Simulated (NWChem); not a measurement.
# GeHBr (SMILES [GeH][Br]) at r2SCAN/def2-TZVPD

What is the vertical ionisation energy of GeHBr at r2SCAN/def2-TZVPD? 

The calculation is run with NWChem 7.3.0.

**1. The molecule**

GeHBr has 3 atoms, charge 0, and is taken as a singlet. As SMILES, `[GeH][Br]`. Geometry: relaxed at PBE0-D4/def2-TZVP.

Bond lengths: Ge1–Br2 2.339 Å, Ge1–H3 1.598 Å. Angles: Br2–Ge1–H3 93.3°.

**2. The energy at r2SCAN/def2-TZVPD**

brgeh.nw reads:

```
start brgeh
title "BrGeH r2SCAN"
memory stack 880 mb heap 220 mb global 1100 mb

geometry noautosym nocenter noautoz
   Ge     0.359400    -0.859900     0.094000
   Br     0.673600     1.417200     0.525900
   H     -1.044000    -0.622200    -0.633200
end

basis spherical bse
   * library def2-TZVPD
end

dft
   xc r2scan
   grid fine
   convergence energy 1e-08
   maxiter 100
   mulliken
   print low
end

task dft energy
```

The run is started by

```
$ nwchem brgeh.nw > brgeh.out
```

Log:

```text
[...]
 d= 0,ls=0.0,diis     1  -4651.6954543750 -4.92D+03  9.47D-03  9.01D-01     6.5
[...]
 d= 0,ls=0.0,diis    11  -4651.7456250190 -1.37D-09  5.05D-07  8.77D-10    45.2
         Total DFT energy =    -4651.745625018990
      One electron energy =    -7017.335887821961
           Coulomb energy =     2265.927471812841
    Exchange-Corr. energy =     -170.702596260736
 Nuclear repulsion energy =      270.365387250867
[...]
      Total Density - Mulliken Population Analysis
     ---------------------------------------------
    Atom       Charge   Shell Charges
 -----------   ------   -------------------------------------------------------
    1 Ge  32    31.76   2.00  2.00  1.19  0.77  1.12  0.85  0.01  5.98  4.44  1.56  1.03  0.68  8.84  1.07  0.12  0.08  0.00  0.02
    2 Br  35    35.25   2.00  2.01  1.16  0.77  1.04  0.99  0.03  6.00  5.93  1.33  2.75  1.21  0.00  8.95  1.00  0.05  0.04 -0.01  0.00
    3 H    1     0.99   0.23  0.55  0.21  0.01 -0.01
[...]
```

Run time: 47 s. Hardware: 1 thread of AMD EPYC 7R13 (Zen 3), shared host; peak memory 0.11 GiB.

**3. The doublet cation at the same level**

a.xyz reads:

```xyz
3
BrGeH
Ge     0.359400    -0.859900     0.094000
Br     0.673600     1.417200     0.525900
H     -1.044000    -0.622200    -0.633200
```

a.nw reads:

```
start a
title "BrGeH"
memory stack 880 mb heap 220 mb global 1100 mb
charge 1

geometry units angstrom noautosym nocenter noautoz
  load format xyz a.xyz
end

basis spherical bse
  * library def2-TZVPD
end

dft
  xc r2scan
  mult 2
  grid fine
  convergence energy 1e-08
  iterations 100
  mulliken
  noprint "final vectors analysis"
end

task dft energy
```

The run is started by

```
$ nwchem a.nw > a.out
```

Log:

```text
[...]
          Wavefunction type:  spin polarized.
          No. of atoms     :     3
          No. of electrons :    67
[...]
          Charge           :     1
          Spin multiplicity:     2
[...]
          AO basis - number of functions:   120
[...]
              XC Information
              --------------
                      r^2SCAN Method XC Functional
               r^2SCAN metaGGA Exchange Functional  1.000
                     r^2SCAN Correlation Potential  1.000
[...]
 d= 0,ls=0.0,diis     1  -4650.9272363761 -4.92D+03  1.53D-02  3.23D+00     7.1
[...]
 d= 0,ls=0.0,diis    14  -4651.4051314510 -1.93D-09  1.57D-07  2.34D-10    68.4
[...]
         Total DFT energy =    -4651.405131450957
      One electron energy =    -6999.443971355673
           Coulomb energy =     2248.078865127129
    Exchange-Corr. energy =     -170.405412473280
 Nuclear repulsion energy =      270.365387250867
[...]
      Total Density - Mulliken Population Analysis
     ---------------------------------------------
    Atom       Charge   Shell Charges
 -----------   ------   -------------------------------------------------------
    1 Ge  32    31.33   2.00  2.00  1.19  0.77  1.14  0.76 -0.03  5.98  4.43  1.56  0.98  0.44  8.85  1.07  0.11  0.08 -0.01  0.02
    2 Br  35    34.88   2.00  2.01  1.17  0.77  1.08  0.98  0.02  6.00  5.93  1.30  2.69  0.93 -0.02  8.95  1.00  0.04  0.05 -0.02  0.00
    3 H    1     0.79   0.21  0.50  0.10  0.01 -0.03
[...]
      <S2> =      0.7605 (Exact =     0.7500)
[...]
```

Run time: 70 s. Hardware: 1 thread of AMD EPYC 7R13 (Zen 3), shared host; peak memory 0.12 GiB.

**4. Summary of results**

Level: r2SCAN/def2-TZVPD.

| quantity | value |
| --- | --- |
| singlet GeHBr: total energy | -4651.74563 Eh |
| doublet cation: total energy | -4651.40513 Eh |
| doublet cation: ⟨S²⟩ | 0.760 |
| vertical ionisation energy (to the doublet cation) | 9.265 eV |

Removing an electron at fixed nuclei costs 9.27 eV (214 kcal/mol).
